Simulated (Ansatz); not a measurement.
# Cr3S3: the cost of one run

Method: UKS PBE-D4/def2-SVP; program: Ansatz 0.2.0, Gaussian basis.

The runs, in order: a search for the lowest solution at PBE-D4/def2-SVP; a single point at PBE0-D4/def2-TZVPD.

5 further runs of the same task are left out: 3 that didn't finish, 2 set aside as unsound or not needed. Runs told in other sessions of the task aren't counted.

### 1 The geometry

The geometry is that of the doublet, from an earlier relaxation (PBE-D4/def2-SVPD). At that level it is the lowest of the isomers that a small search found.

6 atoms, charge -1, spin multiplicity 2.

Atoms are counted from 1 here; the program's logs count them from 0.

Bond lengths: Cr1–S4 2.227 Å, Cr1–S5 2.182 Å, Cr2–S5 2.363 Å, Cr2–S6 2.363 Å, Cr3–S4 2.227 Å, Cr3–S6 2.182 Å. Angles: S4–Cr1–S5 152.0°, S5–Cr2–S6 165.1°, S4–Cr3–S6 152.0°, Cr1–S4–Cr3 68.3°, Cr1–S5–Cr2 67.2°, Cr2–S6–Cr3 67.2°.

Coordinates:

```csv
atom,x (Å),y (Å),z (Å)
Cr1,-0.2682,-1.0878,0.9350
Cr2,-0.2237,1.3822,0.4411
Cr3,-0.0448,-0.2977,-1.4279
S4,0.8305,-2.1940,-0.6551
S5,-0.3564,0.3587,2.5665
S6,0.0626,1.8386,-1.8596
```

No spin-orbit coupling is included. The ion is computed in the gas phase, without counter-ions or solvent.

Bonds by kind at the end (by distance):

```
bond  count  shortest (Å)  longest (Å)
Cr–S      6         2.182        2.363
```

### 2 Searching for the lowest solution, PBE-D4/def2-SVP

start.molden holds the orbitals of an earlier run on this state, given as this run's starting guess.

in.yaml reads:

```yaml
crystal:
  periodic: [false, false, false]
  atoms:
    - {symbol: Cr, position_ang: [-0.268176, -1.087816, 0.934995]}
    - {symbol: Cr, position_ang: [-0.223714, 1.382241, 0.441063]}
    - {symbol: Cr, position_ang: [-0.044808, -0.297724, -1.427855]}
    - {symbol: S, position_ang: [0.830530, -2.194044, -0.655134]}
    - {symbol: S, position_ang: [-0.356439, 0.358720, 2.566500]}
    - {symbol: S, position_ang: [0.062607, 1.838623, -1.859558]}
basis:
  gaussian: {orbitals: def2-SVP, initial_orbitals: start.molden}
total_charge: -1
magnetization: {spin_polarized: true, initial_magnetization: 1}
hamiltonian: {xc: pbe, dispersion: d4}
output: {orbitals: {seedname: orbitals}}
```

Run with:

```sh
$ ansatz run in.yaml --threads 4 --pin off --events-out ev --progress --plain --max-ram 4787MiB
```

Q: Estimate wall time and peak memory on 4 threads of Arm Neoverse V2, shared host.

About 1.8 min, with a peak of 0.65 GiB.
